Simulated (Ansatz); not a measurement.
# SiGePH (triplet): from Hartree-Fock to the top rungs at a displaced geometry (v2), cc-pVDZ

One table from this session's results is given with a row withheld; the runs are named, their logs left out.

Method: cc-pVDZ, core rule «outside noble gas», up to 24 orbitals frozen; program: Ansatz 0.2.0, Gaussian basis.

Plan: UHF; CCSD(T) on ROHF; CCSD(T) on UHF; BCCD(T) on ROHF; CISD as a restricted active space (open shells left free, so some higher excitations enter); CCSDT(Q) on ROHF; CCSDT(Q) on UHF.

19 further runs of the same task are left out: 9 that didn't finish, 10 set aside as unsound or not needed. Runs told in other sessions of the task aren't counted.

## What is computed

The geometry is a PBE0/def2-TZVP stationary point (not a proven minimum) with its atoms shifted at random (size 0.100 Å). No spin-orbit coupling is included. The filled d shell of Ge may be among the frozen orbitals whatever the setting's name suggests.

4 atoms, charge 0, spin multiplicity 3.

Atoms are counted from 1 here; the program's logs count them from 0.

Bond lengths: P1–Ge2 2.692 Å, P1–Si3 2.218 Å, P1–H4 1.374 Å, Ge2–Si3 2.315 Å. Angles: Ge2–P1–Si3 55.3°, Ge2–P1–H4 55.4°, Si3–P1–H4 110.6°, P1–Ge2–Si3 51.9°, P1–Si3–Ge2 72.8°.

Set-up of the first run:

Contents of in.yaml:

```yaml
crystal:
  periodic: [false, false, false]
  atoms:
    - {symbol: P, position_ang: [0.108964, 0.742075, 1.622246]}
    - {symbol: Ge, position_ang: [-0.055910, 0.166276, -1.002174]}
    - {symbol: Si, position_ang: [0.020710, -1.308658, 0.780833]}
    - {symbol: H, position_ang: [0.103819, 1.677846, 0.615875]}
basis:
  gaussian: {orbitals: cc-pVDZ}
magnetization: {spin_polarized: true, initial_magnetization: 2}
hamiltonian: {xc: hf}
output: {orbitals: {seedname: orbitals}}
```

Launch:

```console
$ ansatz run in.yaml --threads 1 --pin off --events-out ev --progress --plain --max-ram 2393MiB
```

Among the steps run: UHF; CCSD(T) on ROHF; CCSD(T) on UHF; BCCD(T) on ROHF; CISD as a restricted active space (open shells left free, so some higher excitations enter); CCSDT(Q) on ROHF; CCSDT(Q) on UHF.

One of the session's tables, all rows but one given; the rest of the session is left out.

```
   method  from RCCSDT(Q) (kJ/mol)
     ROHF                   +882.2
      UHF                   +836.4
     RMP2                   +147.7
     UMP2                   +174.3
     CISD                   +166.8
    RCCSD                    +57.9
    UCCSD                    +55.0
 RCCSD(T)                     +9.4
 UCCSD(T)                    +10.5
  BCCD(T)                     +9.1
   RCCSDT                     +4.8
   UCCSDT                     +4.1
RCCSDT(Q)                        0
UCCSDT(Q)                        ?
```

Q: Estimate the row for UCCSDT(Q) from the others.

The run gave: from RCCSDT(Q) (kJ/mol): -0.9. In the column «from RCCSDT(Q) (kJ/mol)» it is the lowest.

Caveats from the session: Restricted and unrestricted rows rest on different reference determinants; a gap between their highest levels can come from leftover correlation error, from unlike frozen cores or from another state.
